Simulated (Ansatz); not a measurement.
**CH3Cl2MoNO: up Jacob's ladder to CCSD(T)**

One table from this session's results is given with a row withheld; the runs are named, their logs left out.

Method: functionals in def2-TZVPP, the program's frozen cores in correlated methods; program: Ansatz 0.2.0, Gaussian basis.

Levels to be run: LDA (SPW92), PBE-D4, revPBE-D4, BLYP-D4, r2SCAN-D4, B97M-V, PBE0-D4, B3LYP-D4, r2SCANh-D4, r2SCAN0-D4, HSE06-D4, BHLYP-D4, CAM-B3LYP-D4, LC-ωPBE, ωB97X-V, ωB97M-V, B2PLYP, PBE-QIDH; CCSD(T)/def2-SVP; CCSD(T)/def2-TZVPP; MP2/def2-QZVPP; extrapolation to the limit; RPA on PBE.

1 further run of the same task is left out (for a known fault of the program). Runs told in other sessions of the task aren't counted.

## Structure used throughout

The geometry comes from an earlier relaxation with PBE0-D4 in a triple-zeta def2 set; it is a stationary point, not always the lowest conformer. Mo takes the def2 core potential; no spin-orbit term is included.

9 atoms, charge 0, spin multiplicity 1.

Atoms are counted from 1 here; the program's logs count them from 0.

Bond lengths: C1–N2 1.417 Å, C1–H7 1.096 Å, C1–H8 1.094 Å, C1–H9 1.094 Å, N2–Mo3 1.712 Å, Mo3–O4 1.667 Å, Mo3–Cl5 2.265 Å, Mo3–Cl6 2.265 Å. Angles: N2–C1–H7 111.2°, N2–C1–H8 109.5°, N2–C1–H9 109.5°, H7–C1–H8 109.2°, H7–C1–H9 109.2°, H8–C1–H9 108.1°, C1–N2–Mo3 150.4°, N2–Mo3–O4 105.9°, N2–Mo3–Cl5 107.4°, N2–Mo3–Cl6 107.4°, O4–Mo3–Cl5 110.5°, O4–Mo3–Cl6 110.5°, Cl5–Mo3–Cl6 114.8°.

Set-up of the first run:

The input, in.yaml:

```yaml
crystal:
  periodic: [false, false, false]
  atoms:
    - {symbol: C, position_ang: [0.917238, -1.292312, -0.139602]}
    - {symbol: N, position_ang: [0.450323, 0.036117, 0.015171]}
    - {symbol: Mo, position_ang: [-0.838910, 1.156764, 0.121762]}
    - {symbol: O, position_ang: [-2.237218, 0.261559, -0.026402]}
    - {symbol: Cl, position_ang: [-0.631258, 2.593779, -1.616609]}
    - {symbol: Cl, position_ang: [-0.728725, 2.120774, 2.168378]}
    - {symbol: H, position_ang: [0.084079, -1.995711, -0.248553]}
    - {symbol: H, position_ang: [1.558359, -1.353544, -1.024493]}
    - {symbol: H, position_ang: [1.514610, -1.573825, 0.733149]}
basis:
  gaussian: {orbitals: def2-TZVPP}
hamiltonian: {xc: lda}
output: {orbitals: {seedname: orbitals}}
```

On the command line:

```sh
$ ansatz run in.yaml --threads 4 --pin off --events-out ev --progress --plain --max-ram 11315MiB
```

Steps of the session up to this table: LDA; PBE-D4 (GGA); revPBE-D4 (GGA); BLYP-D4 (GGA); r2SCAN-D4 (meta-GGA); B97M-V (meta-GGA); B3LYP-D4 (hybrid); r2SCANh-D4 (hybrid); r2SCAN0-D4 (hybrid); HSE06-D4 (hybrid); BHLYP-D4 (hybrid); CAM-B3LYP-D4 (range-separated); LC-ωPBE (range-separated); ωB97X-V (range-separated); ωB97M-V (range-separated); B2PLYP (double hybrid); PBE-QIDH (double hybrid).

One table of the session follows, with a row left open; its other results are not shown here.

It belongs to the step «Orbital energies across the functionals». 

| functional | HOMO (eV) | LUMO (eV) | gap (eV) |
| --- | --- | --- | --- |
| LDA (SPW92) | -7.12 | -3.76 | 3.36 |
| PBE-D4 | -6.96 | -3.54 | 3.42 |
| revPBE-D4 | -6.90 | -3.45 | 3.44 |
| BLYP-D4 | -6.83 | -3.43 | 3.40 |
| r2SCAN-D4 | -7.26 | -3.53 | 3.73 |
| B97M-V | -7.34 | -3.52 | 3.82 |
| PBE0-D4 | -8.33 | -2.88 | 5.44 |
| B3LYP-D4 | -8.09 | -3.08 | 5.01 |
| r2SCANh-D4 | ? | ? | ? |
| r2SCAN0-D4 | -8.53 | -2.88 | 5.66 |
| HSE06-D4 | -7.93 | -3.25 | 4.67 |
| BHLYP-D4 | -9.61 | -2.06 | 7.54 |
| CAM-B3LYP-D4 | -9.68 | -1.88 | 7.80 |
| LC-ωPBE | -11.01 | -0.82 | 10.19 |
| ωB97X-V | -10.67 | -0.86 | 9.81 |
| ωB97M-V | -10.56 | -0.88 | 9.68 |

Q: Estimate the row for r2SCANh-D4 from the others.

Worked estimate for «HOMO (eV)». Against the share of exact exchange, r2SCAN-D4 (0, -7.26), r2SCAN0-D4 (0.25, -8.53) give a slope of -5.08 per unit share; at 0.1 the line stands at -7.77.

The run gave: HOMO (eV): -7.77; LUMO (eV): -3.28; gap (eV): 4.49. In «HOMO (eV)» the line misses by 0.00.
